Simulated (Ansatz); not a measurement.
# F− with CO: structure and interaction energy

How do F− and CO sit together, how strongly do they interact, and which methods get it right?

Computed with Ansatz 0.2.0, Gaussian basis. Level: PBE0-D4 structure, single points in def2-TZVPPD.

Levels: PBE-D4, revPBE-D4, BLYP-D4, r2SCAN-D4, B97M-V, PBE0-D4, B3LYP-D4, HSE06-D4, wB97X-V, wB97M-V, B2PLYP, Hartree-Fock, MP2, CCSD, CCSD(T). The reference is CCSD(T) extrapolated to the basis limit.

Cores are frozen in the correlated methods. B3LYP uses VWN-RPA correlation. B2PLYP carries no dispersion term here.

163 further runs of the same task are left out: 163 set aside as unsound or not needed.

### Step 1. Starting geometry

The pair, from a GFN2-xTB docking trial: 3 atoms, charge -1, spin multiplicity 1.

Atoms are counted from 1 here; the program's logs count them from 0.

Bond lengths: C2–O3 1.189 Å.

As a file:

| atom | x (Å) | y (Å) | z (Å) |
| --- | --- | --- | --- |
| F1 | -0.0092 | 0.0209 | -1.3397 |
| C2 | 0.2037 | -0.4621 | 0.3387 |
| O3 | -0.1945 | 0.4413 | 1.0010 |

Atoms 1 to 1 are fragment A (F−), the rest fragment B (CO).

### Step 2. A first relaxation in a small basis

Contents of pre/in.yaml:

```yaml
crystal:
  periodic: [false, false, false]
  atoms:
    - {symbol: F, position_ang: [-0.009200, 0.020900, -1.339700]}
    - {symbol: C, position_ang: [0.203700, -0.462100, 0.338700]}
    - {symbol: O, position_ang: [-0.194500, 0.441300, 1.001000]}
basis:
  gaussian: {orbitals: def2-SVPD}
total_charge: -1
hamiltonian: {xc: pbe, dispersion: d4}
relax: {f_tol: 0.03, max_steps: 250}
```

Launch:

```sh
ansatz run in.yaml --threads 2 --pin off --events-out ev --progress --plain --max-ram 5222MiB
```

After this run come: Relaxation at PBE0-D4; wB97X-V/def2-TZVPPD; wB97M-V/def2-TZVPPD; B2PLYP/def2-TZVPPD; B97M-V/def2-TZVPPD; CCSD(T)/def2-TZVPPD; Hartree-Fock/STO-3G; SPW92/def2-SVP; wB97M-V/def2-SVP; CCSD(T)/def2-SVP; Vibrations of the pair.

What does the calculation give? Wanted: interaction energy, CCSD(T)/CBS; of it Hartree-Fock; D4 term of PBE0-D4; shortest contact; lowest wavenumber.

The runs gave:

```
                        quantity         value
 interaction energy, CCSD(T)/CBS      -486 meV
of it Hartree-Fock (basis limit)      -353 meV
              D4 term of PBE0-D4       -18 meV
                shortest contact  F1–C2 1.76 Å
               lowest wavenumber      254 cm⁻¹
```

The pair is bound by 486 meV at fixed fragment shapes. Hartree-Fock gives 73 % of it, so electrostatics, induction and charge transfer lead. B2PLYP is the best functional here (-22 meV from CCSD(T)/CBS); r2SCAN-D4 is the worst (-356 meV). By rung, the mean size of the error is: GGA 230, meta-GGA 302, hybrid 234, screened hybrid 295, range-separated hybrid 143, double hybrid 22 meV. PBE-D4 gives an interaction energy 324 meV too low, an error of 67 % of the reference. CCSD(T) moves by -100 meV from triple zeta to the limit; gaps between functionals far smaller than that don't rank them. A lower arrangement may exist.
